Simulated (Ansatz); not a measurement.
**Cu(CO) (CCuO) radical: an energy map over bond length Cu1–C2 and bond length C2–O3**

A grid of calculations on Cu(CO) (CCuO), spin multiplicity 2, to see where the energy is lowest and how it rises around there.

Program: Ansatz 0.2.0. Level of theory: UKS r2SCAN-D4/def2-TZVP. These are calculated values, not measurements.

### Step 1. Where the work starts

3 atoms, charge 0, spin multiplicity 2.

Atoms are counted from 1 here; the program's logs count them from 0.

Bond lengths: Cu1–C2 1.813 Å, C2–O3 1.199 Å. Angles: Cu1–C2–O3 180.0°.

Coordinates:

```xyz
3

Cu   -0.01525    0.02063   -1.60824
C     0.00216   -0.00274    0.20461
O     0.01310   -0.01789    1.40363
```

### Step 2. Geometry optimisation

input.yaml

```yaml
crystal:
  periodic: [false, false, false]
  atoms:
    - { symbol: Cu, position_ang: [-0.01525, 0.02063, -1.60824] }
    - { symbol: C, position_ang: [0.00216, -0.00274, 0.20461] }
    - { symbol: O, position_ang: [0.0131, -0.01789, 1.40363] }
magnetization:
  spin_polarized: true
  initial_magnetization: 1
basis:
  gaussian: { orbitals: def2-TZVP }
hamiltonian:
  xc: r2scan
  dispersion: d4
output:
  forces: true
relax:
  f_tol: 0.003
  max_steps: 120
```

The run is started by

```bash
> ansatz run input.yaml --threads 1 --pin off --max-ram 2560MiB --backend cpu --events-out ev --progress --plain --runs-dir out
```

Log, shortened:

```text
Warning: RAYON_NUM_THREADS=1 ignored (pool sized by the plan → 1); use --threads N
[...]
Functional definition: r2SCAN
[...]
784 factors; their error is unknown
[...]
mean field -47722.94459463 eV, -1753.7858660790 hartree, gradient 6.7e-6 eV, S^2 0.754594; 6 other end points of the search recorded, 0 dependent functions left out
[...]
reference -47722.94461460 eV, -1753.7858668129 hartree; 22, 21 occupied and 85, 86 virtual orbitals, 784 factors
relax step   1: F+E_penalty+E_count = -47722.95411003 eV  Δ(F+E_penalty+E_count) = +0.000e0 eV  max|allowed force component| = 6.247e0 eV/Å  Δτ_max = 0.0000 Å  (218 SCF iters, accepted)
[...]
relax step   5: F+E_penalty+E_count = -47723.16755153 eV  Δ(F+E_penalty+E_count) = -6.426e-5 eV  max|allowed force component| = 7.938e-3 eV/Å  Δτ_max = 0.0022 Å  (33 SCF iters, accepted)
[...]
relax step   9: F+E_penalty+E_count = -47723.22577028 eV  Δ(F+E_penalty+E_count) = -5.178e-2 eV  max|allowed force component| = 4.003e-1 eV/Å  Δτ_max = 0.0817 Å  (47 SCF iters, accepted)
[...]
relax step  13: F+E_penalty+E_count = -47723.29634116 eV  Δ(F+E_penalty+E_count) = -4.892e-3 eV  max|allowed force component| = 2.441e-2 eV/Å  Δτ_max = 0.0440 Å  (40 SCF iters, accepted)
[...]
relax step  15: F+E_penalty+E_count = -47723.29644308 eV  Δ(F+E_penalty+E_count) = -1.019e-4 eV  max|allowed force component| = 6.426e-3 eV/Å  Δτ_max = 0.0053 Å  (42 SCF iters, accepted)
[...]
relax step  16: F+E_penalty+E_count = -47723.29644352 eV  Δ(F+E_penalty+E_count) = -4.468e-7 eV  max|allowed force component| = 9.186e-4 eV/Å  Δτ_max = 0.0002 Å  (28 SCF iters, accepted)
784 factors; their error is unknown
[...]
mean field -47723.28688656 eV, -1753.7984450755 hartree, gradient 7.5e-5 eV, S^2 0.757222; 5 other end points of the search recorded, 0 dependent functions left out
[...]
reference -47723.28690672 eV, -1753.7984458163 hartree; 22, 21 occupied and 85, 86 virtual orbitals, 784 factors
Total energy: -47723.29646368 eV, -1753.7987970282 hartree
Atom 0 at    -0.101209     0.066186    -1.565783 Å, force     0.000061    -0.000034     0.000134 eV/Å
Atom 1 at     0.244654    -0.132565     0.253533 Å, force    -0.000460     0.000240     0.000785 eV/Å
Atom 2 at    -0.143435     0.066379     1.312249 Å, force     0.000399    -0.000206    -0.000919 eV/Å
Dipole moment:     0.121221    -0.064740     0.003977 e Å
```

It took 2.8 min on 1 thread of Arm Neoverse V1, shared host; peak memory 0.24 GiB.

Step by step: (the energy doesn't fall at every step)

```csv
step,energy from step 1 (eV),largest force component (eV/Å)
1,0.0000,6.2466
2,-0.2047,1.2077
3,-0.2111,0.2217
4,-0.2134,0.0353
5,-0.2134,0.0079
6,-0.2135,0.0630
7,-0.2144,0.0938
8,-0.2199,0.2854
9,-0.2717,0.4003
10,-0.2841,0.3770
11,-0.3192,0.2634
12,-0.3373,0.1467
13,-0.3422,0.0244
14,-0.3369,0.9329
15,-0.3423,0.0064
16,-0.3423,0.0009
```

Close pairs (by a distance rule), those that changed most:

```csv
bond,before (Å),after (Å),change (Å)
C2–O3,1.199,1.145,-0.054
Cu1–C2,1.813,1.863,+0.049
```

### Step 3. Setting up the map

First coordinate, bond length Cu1–C2: 7 values from 1.602 to 2.608 Å. Second coordinate, bond length C2–O3: 7 values from 0.962 to 1.489 Å.

Nothing else is relaxed (all other coordinates rigid). Energies count from the relaxed molecule at the same level. Points are written as (first, second).

Below, 3 of the grid's runs; all are launched alike.

### Step 4. Point (1.937 Å, 1.137 Å)

input.yaml

```yaml
crystal:
  periodic: [false, false, false]
  atoms:
    - { symbol: Cu, position_ang: [-0.101209, 0.066186, -1.565783] }
    - { symbol: C, position_ang: [0.258482, -0.140511, 0.326271] }
    - { symbol: O, position_ang: [-0.126889, 0.05704, 1.377572] }
magnetization:
  spin_polarized: true
  initial_magnetization: 1
basis:
  gaussian: { orbitals: def2-TZVP }
hamiltonian:
  xc: r2scan
  dispersion: d4
output:
  forces: true
```

The run is started by

```bash
> ansatz run input.yaml --threads 1 --pin off --max-ram 2560MiB --backend cpu --events-out ev --progress --plain --runs-dir out
```

Log, shortened:

```text
Warning: RAYON_NUM_THREADS=1 ignored (pool sized by the plan → 1); use --threads N
[...]
Functional definition: r2SCAN
[...]
784 factors; their error is unknown
[...]
mean field -47723.26142421 eV, -1753.7975093512 hartree, gradient 8.9e-5 eV, S^2 0.757104; 4 other end points of the search recorded, 0 dependent functions left out
[...]
reference -47723.26144418 eV, -1753.7975100853 hartree; 22, 21 occupied and 85, 86 virtual orbitals, 784 factors
Total energy: -47723.27097701 eV, -1753.7978604104 hartree
Atom 0 at    -0.101209     0.066186    -1.565783 Å, force     0.088035    -0.051301     0.554799 eV/Å
Atom 1 at     0.258482    -0.140511     0.326271 Å, force     0.164502    -0.078820    -1.158122 eV/Å
Atom 2 at    -0.126889     0.057040     1.377572 Å, force    -0.252537     0.130122     0.603323 eV/Å
Dipole moment:     0.115228    -0.061803     0.037829 e Å
```

Run time: 19 s. Hardware: 1 thread of Arm Neoverse V1, shared host; peak memory 0.23 GiB.

That is 2.5 kJ/mol from the zero.

### Step 5. Grid point (2.608 Å, 1.050 Å)

input.yaml

```yaml
crystal:
  periodic: [false, false, false]
  atoms:
    - { symbol: Cu, position_ang: [-0.101209, 0.066186, -1.565783] }
    - { symbol: C, position_ang: [0.383082, -0.212114, 0.981701] }
    - { symbol: O, position_ang: [0.0272, -0.029679, 1.952559] }
magnetization:
  spin_polarized: true
  initial_magnetization: 1
basis:
  gaussian: { orbitals: def2-TZVP }
hamiltonian:
  xc: r2scan
  dispersion: d4
output:
  forces: true
```

The run is started by

```bash
> ansatz run input.yaml --threads 1 --pin off --max-ram 2560MiB --backend cpu --events-out ev --progress --plain --runs-dir out
```

Log, shortened:

```text
Warning: RAYON_NUM_THREADS=1 ignored (pool sized by the plan → 1); use --threads N
[...]
Functional definition: r2SCAN
[...]
784 factors; their error is unknown
[...]
mean field -47722.18617406 eV, -1753.7579946370 hartree, gradient 6.9e-5 eV, S^2 0.755018; 0 other end points of the search recorded, 0 dependent functions left out
[...]
reference -47722.18619311 eV, -1753.7579953371 hartree; 22, 21 occupied and 85, 86 virtual orbitals, 784 factors
Total energy: -47722.19822564 eV, -1753.7584375245 hartree
Atom 0 at    -0.101209     0.066186    -1.565783 Å, force     0.065507    -0.038837     0.498273 eV/Å
Atom 1 at     0.383082    -0.212114     0.981701 Å, force     4.309805    -2.205693   -12.225124 eV/Å
Atom 2 at     0.027200    -0.029679     1.952559 Å, force    -4.375312     2.244530    11.726852 eV/Å
Dipole moment:     0.059334    -0.033791     0.272748 e Å
```

It took 7.2 s on 1 thread of Arm Neoverse V1, shared host; peak memory 0.17 GiB.

On the map this point reads 106 kJ/mol.

### Step 6. The run at (2.440 Å, 1.313 Å)

input.yaml

```yaml
crystal:
  periodic: [false, false, false]
  atoms:
    - { symbol: Cu, position_ang: [-0.101209, 0.066186, -1.565783] }
    - { symbol: C, position_ang: [0.351886, -0.194186, 0.8176] }
    - { symbol: O, position_ang: [-0.093137, 0.033944, 2.031634] }
magnetization:
  spin_polarized: true
  initial_magnetization: 1
basis:
  gaussian: { orbitals: def2-TZVP }
hamiltonian:
  xc: r2scan
  dispersion: d4
output:
  forces: true
```

The run is started by

```bash
> ansatz run input.yaml --threads 1 --pin off --max-ram 2560MiB --backend cpu --events-out ev --progress --plain --runs-dir out
```

Log, shortened:

```text
Warning: RAYON_NUM_THREADS=1 ignored (pool sized by the plan → 1); use --threads N
[...]
Functional definition: r2SCAN
[...]
784 factors; their error is unknown
[...]
mean field -47721.55347144 eV, -1753.7347432446 hartree, gradient 4.1e-5 eV, S^2 0.760037; 4 other end points of the search recorded, 0 dependent functions left out
[...]
reference -47721.55349036 eV, -1753.7347439398 hartree; 22, 21 occupied and 85, 86 virtual orbitals, 784 factors
Total energy: -47721.56537942 eV, -1753.7351808549 hartree
Atom 0 at    -0.101209     0.066186    -1.565783 Å, force     0.076827    -0.049689     1.117705 eV/Å
Atom 1 at     0.351886    -0.194186     0.817600 Å, force    -3.556234     1.827680     9.100731 eV/Å
Atom 2 at    -0.093137     0.033944     2.031634 Å, force     3.479408    -1.777991   -10.218435 eV/Å
Dipole moment:     0.075269    -0.037995    -0.281295 e Å
```

Wall time 20 s (1 thread of Arm Neoverse V1, shared host); peak memory 0.22 GiB.

On the map this point reads 167 kJ/mol.

### Step 7. All points together

49 points were computed. Energies in kJ/mol, from the relaxed molecule at the same level:

```csv
"bond length C2–O3 (Å) ↓, bond length Cu1–C2 (Å) →",1.602,1.769,1.937,2.105,2.272,2.440,2.608
1.489,326,287,295,320,347,371,391
1.401,232,190,196,219,244,266,284
1.313,145,100,103,124,147,167,183
1.225,79,30,31,49,69,87,100
1.137,59,6,2,17,34,49,61
1.050,125,66,59,69,84,96,106
0.962,348,283,270,277,289,299,307
```

The largest force on an atom (eV/Å) at each point:

```tsv
bond length C2–O3 (Å) ↓, bond length Cu1–C2 (Å) →	1.602	1.769	1.937	2.105	2.272	2.440	2.608
1.489	15.6	11.8	11.7	11.9	12.1	12.3	12.5
1.401	15.4	11.7	11.5	11.7	12.0	12.2	12.4
1.313	14.1	10.4	10.1	10.4	10.7	10.9	11.2
1.225	10.8	7.0	6.5	6.9	7.2	7.5	7.8
1.137	6.0	1.3	1.2	1.2	1.0	0.8	0.7
1.050	15.3	14.6	14.2	14.3	13.9	13.5	13.1
0.962	39.6	38.8	38.2	38.2	38.0	37.7	37.4
```

The dipole moment (D) at each point:

| bond length C2–O3 (Å) ↓, bond length Cu1–C2 (Å) → | 1.602 | 1.769 | 1.937 | 2.105 | 2.272 | 2.440 | 2.608 |
| --- | --- | --- | --- | --- | --- | --- | --- |
| 1.489 | 3.91 | 3.91 | 3.84 | 3.70 | 3.52 | 3.29 | 3.06 |
| 1.401 | 3.12 | 3.06 | 2.95 | 2.79 | 2.58 | 2.36 | 2.14 |
| 1.313 | 2.26 | 2.15 | 2.00 | 1.82 | 1.61 | 1.41 | 1.22 |
| 1.225 | 1.38 | 1.23 | 1.06 | 0.88 | 0.71 | 0.56 | 0.43 |
| 1.137 | 0.79 | 0.70 | 0.65 | 0.64 | 0.66 | 0.68 | 0.68 |
| 1.050 | 1.15 | 1.26 | 1.34 | 1.40 | 1.43 | 1.41 | 1.35 |
| 0.962 | 1.94 | 2.10 | 2.19 | 2.22 | 2.18 | 2.09 | 1.95 |

### Step 8. Summary of results

```
                       quantity                                                                               value
                   lowest point                                                      (1.937 Å, 1.137 Å), 2.5 kJ/mol
         highest computed point                                     (2.608 Å, 1.489 Å), 388 kJ/mol above the lowest
largest force on an atom (eV/Å)    0.7 at (2.608 Å, 1.137 Å) to 39.6 at (1.602 Å, 0.962 Å); 1.2 at the lowest point
              dipole moment (D)  0.43 at (2.608 Å, 1.225 Å) to 3.91 at (1.602 Å, 1.489 Å); 0.65 at the lowest point
        time for the whole task                                                     16 min on 1 thread, shared host
```

What this shows: The lowest computed point is at (1.937 Å, 1.137 Å), 2.5 kJ/mol from the relaxed molecule at the same level. No other kind of well shows on this grid. The highest computed point, (2.608 Å, 1.489 Å), lies 388 kJ/mol above the lowest. Round the minimum the two coordinates are nearly uncoupled.
